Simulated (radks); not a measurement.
# Au⁻ held by a Watson sphere

The task here is to estimate one member of a computed series from the others.

Method: scalar-relativistic Kohn-Sham, LDA (Slater exchange, VWN5 correlation), spin-polarised, spherical densities, point nucleus. Code: radks (a radial shooting solver on a logarithmic mesh, Libxc functionals) version 1.

### What is computed

* element: gold (Z = 79)
* charge: -1
* electrons: 80
* configuration: [Hg]

The outer shells:

Au⁻
```
[Xe] core
4f [↑↓][↑↓][↑↓][↑↓][↑↓][↑↓][↑↓]
5d [↑↓][↑↓][↑↓][↑↓][↑↓]
6s [↑↓]
```

Set-up of the first run:

The run's settings:

```text
Z 79
configuration [Hg]
relativity scalar-relativistic
functional lda,vwn5
spin polarised
nucleus point
c 137.035999084
watson charge 1 radius 3.06 bohr
response adiabatic LDA kernel
```

Among the steps run: R = 3.06 bohr; R = 3.72 bohr; R = 3.91 bohr; R = 5.05 bohr; R = 5.39 bohr.

One table of the session follows, with a row left open; its other results are not shown here.

| R (bohr) | highest level (eV) | its <r> (bohr) | sum of <r²> (bohr²) | α (bohr³) |
| --- | --- | --- | --- | --- |
| 3.06 | -6.665 | 2.865 | 70.86 | 45.63 |
| 3.72 | -5.980 | 2.967 | 73.00 | 53.77 |
| 3.91 | -5.788 | 2.992 | 73.53 | 56.17 |
| 5.05 | ? | ? | ? | ? |
| 5.39 | -4.504 | 3.134 | 76.44 | 73.63 |

Q: Estimate the row for R (bohr) = 5.05 from the others.

Worked estimate for «highest level (eV)». A straight line through the neighbours (3.91, -5.788) and (5.39, -4.504) gives -5.788 + (-4.504 + 5.788) × (5.05 − 3.91) / (5.39 − 3.91) = -4.799; a parabola fitted to 3 rows on both sides gives -4.766.

The run gave: highest level (eV): -4.763; its <r> (bohr): 3.110; sum of <r²> (bohr²): 75.93; α (bohr³): 69.92. In «highest level (eV)» the line misses by -0.036 and the parabola by -0.003.

What this shows: From R = 3.06 to 5.39 bohr the top level moves from -6.665 to -4.504 eV and its mean radius from 2.87 to 3.13 bohr. A wider sphere makes a shallower well, so the ion swells.
